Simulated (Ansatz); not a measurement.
# C2H8Al2Br2: the cost of one run

Program: Ansatz 0.2.0, Gaussian basis. Level of theory: functionals in def2-TZVPP, the program's frozen cores in correlated methods. These are calculated values, not measurements.

The runs, in order: LDA (SPW92), PBE-D4, revPBE-D4, BLYP-D4, r2SCAN-D4, B97M-V, PBE0-D4, B3LYP-D4, r2SCANh-D4, r2SCAN0-D4, HSE06-D4, BHLYP-D4, CAM-B3LYP-D4, LC-ωPBE, ωB97X-V, ωB97M-V, B2PLYP, PBE-QIDH; CCSD(T)/def2-SVP; MP2/def2-TZVPP; MP2/def2-QZVPP; RPA on PBE.

**1. Structure used throughout**

The geometry comes from an earlier relaxation with PBE0-D4 in a triple-zeta def2 set; it is a stationary point, not always the lowest conformer.

SMILES `[CH3][Al@H-]1[Br+][Al@@H-]([CH3])[Br+]1`, 14 atoms, charge 0, spin multiplicity 1.

Atoms are counted from 1 here; the program's logs count them from 0.

Bond lengths: C1–Al2 1.941 Å, C1–H7 1.094 Å, C1–H8 1.094 Å, C1–H9 1.093 Å, Al2–Br3 2.472 Å, Al2–Br6 2.472 Å, Al2–H10 1.577 Å, Br3–Al4 2.472 Å, Al4–C5 1.941 Å, Al4–Br6 2.472 Å, Al4–H11 1.577 Å, C5–H12 1.094 Å, C5–H13 1.094 Å, C5–H14 1.093 Å. Angles: Al2–C1–H7 110.9°, Al2–C1–H8 110.9°, Al2–C1–H9 111.8°, H7–C1–H8 107.5°, H7–C1–H9 107.8°, H8–C1–H9 107.8°, C1–Al2–Br3 108.3°, C1–Al2–Br6 108.3°, C1–Al2–H10 127.8°, Br3–Al2–Br6 92.9°, Br3–Al2–H10 106.9°, Br6–Al2–H10 106.9°, Al2–Br3–Al4 86.1°, Br3–Al4–C5 108.3°, Br3–Al4–Br6 92.9°, Br3–Al4–H11 106.9°, C5–Al4–Br6 108.4°, C5–Al4–H11 127.8° and more.

**2. LDA**

This LDA is Slater exchange with PW92 correlation.

Contents of in.yaml:

```yaml
crystal:
  periodic: [false, false, false]
  atoms:
    - {symbol: C, position_ang: [1.576712, 0.349628, 1.894259]}
    - {symbol: Al, position_ang: [-0.319658, 0.746341, 1.775933]}
    - {symbol: Br, position_ang: [-0.720860, 2.011729, -0.309662]}
    - {symbol: Al, position_ang: [-1.476893, -0.137128, -1.270089]}
    - {symbol: C, position_ang: [-0.028026, -0.875002, -2.330242]}
    - {symbol: Br, position_ang: [-1.483638, -1.264127, 0.930358]}
    - {symbol: H, position_ang: [1.778927, -0.354393, 2.707246]}
    - {symbol: H, position_ang: [2.154105, 1.257433, 2.094197]}
    - {symbol: H, position_ang: [1.957394, -0.090799, 0.969219]}
    - {symbol: H, position_ang: [-1.245909, 1.380888, 2.882723]}
    - {symbol: H, position_ang: [-2.983936, 0.053856, -1.691892]}
    - {symbol: H, position_ang: [0.129363, -0.287076, -3.239634]}
    - {symbol: H, position_ang: [-0.251236, -1.901484, -2.636854]}
    - {symbol: H, position_ang: [0.913614, -0.889856, -1.775563]}
basis:
  gaussian: {orbitals: def2-TZVPP}
hamiltonian: {xc: lda}
output: {orbitals: {seedname: orbitals}}
```

Started as:

```bash
$ ansatz run in.yaml --threads 4 --pin off --events-out ev --progress --plain --max-ram 11315MiB
```

**Question.** How long does this run take on 4 threads of Arm Neoverse V1, shared host, and how much memory does it need?

About 3.5 s, with a peak of 0.72 GiB.
